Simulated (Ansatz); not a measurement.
# CH4B2ClF: the cost of one run

Method: UKS PBE0-D4/def2-SVP, in Ansatz 0.2.0.

**1. The starting structure**

Bond lengths: C1–B2 1.642 Å, B2–F3 1.450 Å, B2–B4 1.582 Å, B4–Cl5 1.898 Å, C1–H6 1.144 Å, C1–H7 1.066 Å, C1–H8 1.115 Å, B4–H9 1.244 Å. Angles: C1–B2–F3 120.4°, C1–B2–B4 120.6°, F3–B2–B4 118.9°, B2–C1–H6 104.6°, B2–C1–H7 109.4°, B2–C1–H8 108.5°, H6–C1–H7 111.1°, H6–C1–H8 108.8°, H7–C1–H8 114.1°, B2–B4–Cl5 121.3°, B2–B4–H9 122.8°, Cl5–B4–H9 115.9°.

Coordinates:

```xyz
9

C     1.2198   -0.2557    0.5995
B     0.1001    0.1512   -0.5306
F     0.5129    0.5535   -1.8606
B    -1.4443    0.0906   -0.1938
Cl   -2.7554    0.4962   -1.5050
H     1.0524    0.4882    1.4528
H     1.0467   -1.2564    0.9241
H     2.2343   -0.0858    0.1687
H    -1.8779   -0.2281    0.9279
```

**2. End point A**

Input file input.yaml:

```yaml
crystal:
  periodic: [false, false, false]
  atoms:
    - { symbol: C, position_ang: [1.2198, -0.2557, 0.5995] }
    - { symbol: B, position_ang: [0.1001, 0.1512, -0.5306] }
    - { symbol: F, position_ang: [0.5129, 0.5535, -1.8606] }
    - { symbol: B, position_ang: [-1.4443, 0.0906, -0.1938] }
    - { symbol: Cl, position_ang: [-2.7554, 0.4962, -1.505] }
    - { symbol: H, position_ang: [1.0524, 0.4882, 1.4528] }
    - { symbol: H, position_ang: [1.0467, -1.2564, 0.9241] }
    - { symbol: H, position_ang: [2.2343, -0.0858, 0.1687] }
    - { symbol: H, position_ang: [-1.8779, -0.2281, 0.9279] }
magnetization:
  spin_polarized: true
basis:
  gaussian: { orbitals: def2-SVP }
hamiltonian:
  xc: pbe0
  dispersion: d4
relax:
  f_tol: 0.02
  max_steps: 50
```

The run is started by

```
> ansatz run input.yaml --threads 2 --pin off --max-ram 3072MiB --backend cpu --events-out ev --progress --plain --runs-dir out
```

Q: Estimate wall time and peak memory on 2 threads of Arm Neoverse N1, shared host.

About 2.2 min, with a peak of 0.26 GiB.
